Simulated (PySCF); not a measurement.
# C5H6F2: the cost of one run

Computed with PySCF 2.14.0, with density-fitted response routines of our own, on a single molecule in the gas phase. Atoms count from 0, in the outputs and in this text.

### 1 The molecule as given

13 atoms, charge 0, multiplicity 1; geometry from: GFN2-xTB. The atoms were then displaced at random by about 0.01 Å, so the start is not that level's minimum.

Bonds of the start (Å): C0–C1 1.45, C1–C2 1.30, C2–F3 1.34, C2–C4 1.48, C4–C5 1.49, C4–F6 1.41, C4–C1 1.51, C0–H7 1.08, C0–H8 1.11, C0–H9 1.07, C5–H10 1.10, C5–H11 1.08, C5–H12 1.06.

### 2 Optimising the geometry at PBE0-D3(BJ)/def2-SVP

What the job is given:

```
{"job": {"xc": "PBE0", "basis": "def2-SVP", "d3": "d3bj", "grid": 1, "shake": 0.01, "kind": "geom"}, "charge": 0, "multiplicity": 1}
C     -2.007740     0.081840    -0.209210
C     -0.623060     0.495060    -0.128560
C      0.358600     1.301270    -0.397050
F      0.862750     2.392630    -0.995400
C      0.721880     0.156090     0.464710
C      1.583970    -1.003720     0.084500
F      0.882160     0.431680     1.838100
H     -2.450320     0.102930     0.779320
H     -2.581350     0.807990    -0.822800
H     -2.112330    -0.900400    -0.615590
H      1.291200    -1.889250     0.671070
H      1.475570    -1.215890    -0.965750
H      2.604500    -0.777100     0.286330
```

Run with:

```sh
$ OMP_NUM_THREADS=1 python probes_run.py task.json out
```

One launch serves the whole session: the jobs run in the order shown.

**Question.** How long does this first job take on 1 thread of Arm Neoverse N1, shared host, and how much memory does it need?

About 74 s, with a peak of 0.5 GiB.
